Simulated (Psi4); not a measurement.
# SiN2H4F (SMILES N[Si](N)F): UTPSSh/6-31G(d) (density fitting, Cartesian functions, sweep point 1)

Aim: a single-point energy of SiN2H4F. Input form: a Python script.

Program for the calculation: Psi4 1.11.

6 further runs of the same task are left out: 6 set aside as unsound or not needed.

### Step 1. The system as given

SiN2H4F: 8 atoms, total charge 0, spin state doublet. As SMILES, `N[Si](N)F`. The coordinates come from a PBE0-D4/def2-TZVP relaxation. This is one conformer, not always the lowest.

Bond lengths: N1–Si2 1.712 Å, Si2–N3 1.701 Å, Si2–F4 1.611 Å, N1–H5 1.008 Å, N1–H6 1.008 Å, N3–H7 1.005 Å, N3–H8 1.009 Å. Angles: N1–Si2–N3 106.6°, N1–Si2–F4 103.4°, N3–Si2–F4 115.9°, Si2–N1–H5 119.3°, Si2–N1–H6 119.1°, Si2–N3–H7 121.7°, Si2–N3–H8 121.3°, H5–N1–H6 111.5°, H7–N3–H8 112.7°.

### Step 2. A single-point energy at UTPSSh/6-31G(d) (density fitting, Cartesian functions, sweep point 1)

Contents of fh4n2si.py:

```python
import psi4

psi4.set_memory(1600000000)
psi4.set_num_threads(1)
psi4.set_output_file('psi4.out', False)

geom = psi4.geometry("""
0 2
N     -0.814900     1.031500    -0.359900
Si     0.517200    -0.020700    -0.581300
N      0.780300    -0.793300     0.910700
F      0.045300    -0.971200    -1.794000
H     -1.331700     1.348900    -1.165000
H     -0.763800     1.744700     0.350200
H      1.648600    -1.254800     1.120500
H      0.011100    -1.142300     1.463200
symmetry c1
""")

options = {'basis': '6-31G*', 'reference': 'uks', 'scf_type': 'df', 'guess': 'sad'}
psi4.set_options(options)

result = psi4.energy('tpssh', molecule=geom)
print(f'tpssh energy: {result:.10f} Eh')
```

Launch:

```sh
$ python fh4n2si.py
```

psi4.out:

```text
Psi4 1.11 release

   => Loading Basis Set <=

    Name: 6-31G*
    Role: ORBITAL
    Keyword: BASIS

         ---------------------------------------------------------
                                   SCF
                              UKS Reference
                        1 Threads,   1525 MiB Core
         ---------------------------------------------------------

  ==> Geometry <==

    Molecular point group: c1
    Full point group: C1

    Geometry (in Angstrom), charge = 0, multiplicity = 2:

       Center              X                  Y                   Z               Mass
    ------------   -----------------  -----------------  -----------------  -----------------
         N           -0.997232249949     1.221252715686     0.157111158532    14.003074004430
         SI           0.334867750051     0.169052715686    -0.064288841468    27.976926534650
         N            0.597967750051    -0.603547284314     1.427711158532    14.003074004430
         F           -0.137032249949    -0.781447284314    -1.276988841468    18.998403162730
         H           -1.514032249949     1.538652715686    -0.647988841468     1.007825032230
         H           -0.946132249949     1.934452715686     0.867211158532     1.007825032230
         H            1.466267750051    -1.065047284314     1.637511158532     1.007825032230
         H           -0.171232249949    -0.952547284314     1.980211158532     1.007825032230

  Running in c1 symmetry.

  Rotational constants: A =      0.24279  B =      0.21045  C =      0.12489 [cm^-1]
  Rotational constants: A =   7278.79462  B =   6309.15715  C =   3744.04406 [MHz]
  Nuclear repulsion =  175.078560073209502

  Charge       = 0
  Multiplicity = 2
  Electrons    = 41
  Nalpha       = 21
  Nbeta        = 20

  ==> Algorithm <==

  SCF Algorithm Type is DF.
  DIIS enabled.
  MOM disabled.
  Fractional occupation disabled.
  Guess Type is SAD.
  Energy threshold   = 1.00e-06
  Density threshold  = 1.00e-06
  Integral threshold = 1.00e-12

  ==> Primary Basis <==

  Basis Set: 6-31G*
    Blend: 6-31G*
    Number of shells: 34
    Number of basis functions: 72
    Number of Cartesian functions: 72
    Spherical Harmonics?: false
    Max angular momentum: 2

  ==> DFT Potential <==

   => LibXC <=

    Version 7.1.2

   => Composite Functional: TPSSH <=

    TPSSh Hyb-GGA Exchange-Correlation Functional

    Deriv               =              1
    GGA                 =           TRUE
    Meta                =           TRUE

    Exchange Hybrid     =           TRUE
    MP2 Hybrid          =          FALSE

   => Exchange Functionals <=

    0.9000   Tao, Perdew, Staroverov & Scuseria

   => Exact (HF) Exchange <=

    0.1000               HF

   => Correlation Functionals <=

    1.0000   Tao, Perdew, Staroverov & Scuseria

   => LibXC Density Thresholds  <==

    XC_HYB_MGGA_XC_TPSSH:  1.00E-15

   => Molecular Quadrature <=

    Radial Scheme          =       TREUTLER
    Pruning Scheme         =           NONE
    Nuclear Scheme         =       TREUTLER

    Blocking Scheme        =         OCTREE
    BS radius alpha        =              1
    Pruning alpha          =              1
    Radial Points          =             75
    Spherical Points       =            302
    Total Points           =         173302
    Total Blocks           =           1353
    Max Points             =            256
    Max Functions          =             72
    Weights Tolerance      =       1.00E-15

   => Loading Basis Set <=

    Name: (6-31G* AUX)
    Role: JKFIT
    Keyword: DF_BASIS_SCF

  ==> Integral Setup <==

  DFHelper Memory: AOs need 0.021 GiB; user supplied 0.375 GiB.
  SCF_SUBTYPE=INCORE selected. In-core MEM_DF algorithm will be used.
  Using in-core AOs.

  ==> MemDFJK: Density-Fitted J/K Matrices <==

    J tasked:                   Yes
    K tasked:                   Yes
    wK tasked:                   No
    Memory [MiB]:               384
    Algorithm:                 Core
    Schwarz Cutoff:           1E-12
    Mask sparsity (%):       0.3472
    Fitting Condition:        1E-10

   => Auxiliary Basis Set <=

  Basis Set: (6-31G* AUX)
    Blend: CC-PVDZ-JKFIT
    Number of shells: 144
    Number of basis functions: 473
    Number of Cartesian functions: 473
    Spherical Harmonics?: false
    Max angular momentum: 3

  Cached 100.0% of DFT collocation blocks in 0.742 [GiB].

  Minimum eigenvalue in the overlap matrix is 6.8225831122E-03.
  Reciprocal condition number of the overlap matrix is 1.1104052403E-03.
    Using symmetric orthogonalization.

  ==> Pre-Iterations <==

  SCF Guess: Superposition of Atomic Densities via on-the-fly atomic UHF (no occupation information).

   -------------------------
    Irrep   Nso     Nmo
   -------------------------
     A         72      72
   -------------------------
    Total      72      72
   -------------------------

  ==> Iterations <==

                           Total Energy        Delta E     RMS |[F,P]|

   @DF-UKS iter SAD:  -500.76779508922272   -5.00768e+02   0.00000e+00
   @DF-UKS iter   1:  -500.82888142154877   -6.10863e-02   1.47591e-02 ADIIS/DIIS
   @DF-UKS iter   2:  -500.00786170416103    8.21020e-01   2.18355e-02 ADIIS/DIIS
   @DF-UKS iter   3:  -501.27775604024527   -1.26989e+00   2.79944e-03 ADIIS/DIIS
   @DF-UKS iter   4:  -501.29281267452529   -1.50566e-02   1.68066e-03 ADIIS/DIIS
   @DF-UKS iter   5:  -501.29748673971784   -4.67407e-03   4.19835e-04 ADIIS/DIIS
   @DF-UKS iter   6:  -501.29789737645234   -4.10637e-04   6.57614e-05 DIIS
   @DF-UKS iter   7:  -501.29790889343786   -1.15170e-05   1.20261e-05 DIIS
   @DF-UKS iter   8:  -501.29790930765631   -4.14218e-07   6.47616e-06 DIIS
   @DF-UKS iter   9:  -501.29790938627997   -7.86237e-08   3.79238e-06 DIIS
   @DF-UKS iter  10:  -501.29790941914376   -3.28638e-08   4.28153e-07 DIIS
  Energy and wave function converged.

  ==> Post-Iterations <==

   Electrons on quadrature grid:
      Nalpha   =   20.9999889322 ; deviation = -1.107e-05
      Nbeta    =   19.9999879565 ; deviation = -1.204e-05
      Ntotal   =   40.9999768887 ; deviation = -2.311e-05

   @Spin Contamination Metric:   1.770698745E-03
   @S^2 Expected:                7.500000000E-01
   @S^2 Observed:                7.517706987E-01
   @S   Expected:                5.000000000E-01
   @S   Observed:                5.000000000E-01

    Orbital Energies [Eh]
    ---------------------

    Alpha Occupied:

       1A    -66.025106     2A    -24.580735     3A    -14.252280
       4A    -14.246567     5A     -5.239838     6A     -3.589299
       7A     -3.588417     8A     -3.586527     9A     -1.126099
      10A     -0.840995    11A     -0.819622    12A     -0.512736
      13A     -0.481568    14A     -0.474385    15A     -0.420494
      16A     -0.406683    17A     -0.379371    18A     -0.354618
      19A     -0.274593    20A     -0.246217    21A     -0.172496

    Alpha Virtual:

      22A      0.063131    23A      0.069272    24A      0.081103
      25A      0.135625    26A      0.147597    27A      0.152321
      28A      0.191603    29A      0.237583    30A      0.315915
      31A      0.351405    32A      0.374379    33A      0.499592
      34A      0.575153    35A      0.665937    36A      0.682817
      37A      0.705707    38A      0.786915    39A      0.822056
      40A      0.885875    41A      0.896921    42A      0.917270
      43A      0.927107    44A      0.961930    45A      1.005174
      46A      1.034340    47A      1.059008    48A      1.114759
      49A      1.134926    50A      1.291169    51A      1.319713
      52A      1.344160    53A      1.636839    54A      1.674260
      55A      1.702163    56A      1.793817    57A      1.818201
      58A      1.868223    59A      1.880901    60A      2.026598
      61A      2.084513    62A      2.143223    63A      2.215121
      64A      2.302394    65A      2.399919    66A      2.455366
      67A      2.480458    68A      2.882542    69A      2.986183
      70A      3.710891    71A      3.729697    72A      4.184191

    Beta Occupied:

       1A    -66.022438     2A    -24.578185     3A    -14.248754
       4A    -14.244767     5A     -5.236400     6A     -3.586396
       7A     -3.584398     8A     -3.581820     9A     -1.120875
      10A     -0.835110    11A     -0.814881    12A     -0.503431
      13A     -0.479268    14A     -0.469901    15A     -0.413075
      16A     -0.401751    17A     -0.370275    18A     -0.351109
      19A     -0.255707    20A     -0.242574

    Beta Virtual:

      21A     -0.069721    22A      0.074076    23A      0.080026
      24A      0.098065    25A      0.138333    26A      0.151489
      27A      0.164466    28A      0.201815    29A      0.262262
      30A      0.322035    31A      0.365730    32A      0.388360
      33A      0.520061    34A      0.596433    35A      0.688323
      36A      0.693079    37A      0.722364    38A      0.797263
      39A      0.831667    40A      0.890633    41A      0.900981
      42A      0.922439    43A      0.933120    44A      0.973201
      45A      1.013422    46A      1.050339    47A      1.063971
      48A      1.119598    49A      1.139682    50A      1.294397
      51A      1.324441    52A      1.348982    53A      1.640522
      54A      1.680394    55A      1.708802    56A      1.800637
      57A      1.824240    58A      1.871403    59A      1.886578
      60A      2.033572    61A      2.090644    62A      2.150618
      63A      2.222301    64A      2.310361    65A      2.407048
      66A      2.462612    67A      2.487656    68A      2.890910
      69A      2.996001    70A      3.719314    71A      3.734013
      72A      4.187542

    Final Occupation by Irrep:
              A
    DOCC [    20 ]
    SOCC [     1 ]
    NA   [    21 ]
    NB   [    20 ]

  @DF-UKS Final Energy:  -501.29790941914376

   => Energetics <=

    Nuclear Repulsion Energy =            175.0785600732095020
    One-Electron Energy =               -1040.8848674466389639
    Two-Electron Energy =                 406.8455077856618800
    DFT Exchange-Correlation Energy =     -42.3371098313761607
    Empirical Dispersion Energy =           0.0000000000000000
    VV10 Nonlocal Energy =                  0.0000000000000000
    Total Energy =                       -501.2979094191437639

  UHF NO Occupations:
  HONO-2 :   19  A 1.9998843
  HONO-1 :   20  A 1.9993932
  HONO-0 :   21  A 1.0000000
  LUNO+0 :   22  A 0.0006068
  LUNO+1 :   23  A 0.0001157
  LUNO+2 :   24  A 0.0000634
  LUNO+3 :   25  A 0.0000400

Computation Completed

Properties will be evaluated at   0.000000,   0.000000,   0.000000 [a0]

Properties computed using the SCF density matrix

 Multipole Moments:

 ------------------------------------------------------------------------------------
     Multipole            Electronic (a.u.)      Nuclear  (a.u.)        Total (a.u.)
 ------------------------------------------------------------------------------------

 L = 1.  Multiply by 2.5417464519 to convert [e a0] to [Debye]
 Dipole X            :          0.8396760           -0.9545427           -0.1148667
 Dipole Y            :         -1.7363377            2.1035701            0.3672324
 Dipole Z            :         -4.1422195            4.7956666            0.6534472
 Magnitude           :                                                    0.7583187

 ------------------------------------------------------------------------------------

	total time  =         14 seconds =       0.23 minutes
```

Standard output:

```text
tpssh energy: -501.2979094191 Eh
```

Run time: 16 s. Hardware: 1 thread of Intel Xeon Platinum 8488C (Sapphire Rapids), shared host; peak memory 0.98 GiB.

### Step 3. Summary of results

Level: UTPSSh/6-31G* (density fitting, Cartesian functions, sweep point 1).

| quantity | value |
| --- | --- |
| total energy | -501.29791 Eh |
| dipole moment | 1.93 D |
| HOMO energy (highest over α and β) | -4.69 eV |
| LUMO energy (lowest over α and β) | -1.90 eV |
| ⟨S²⟩ | 0.752 |
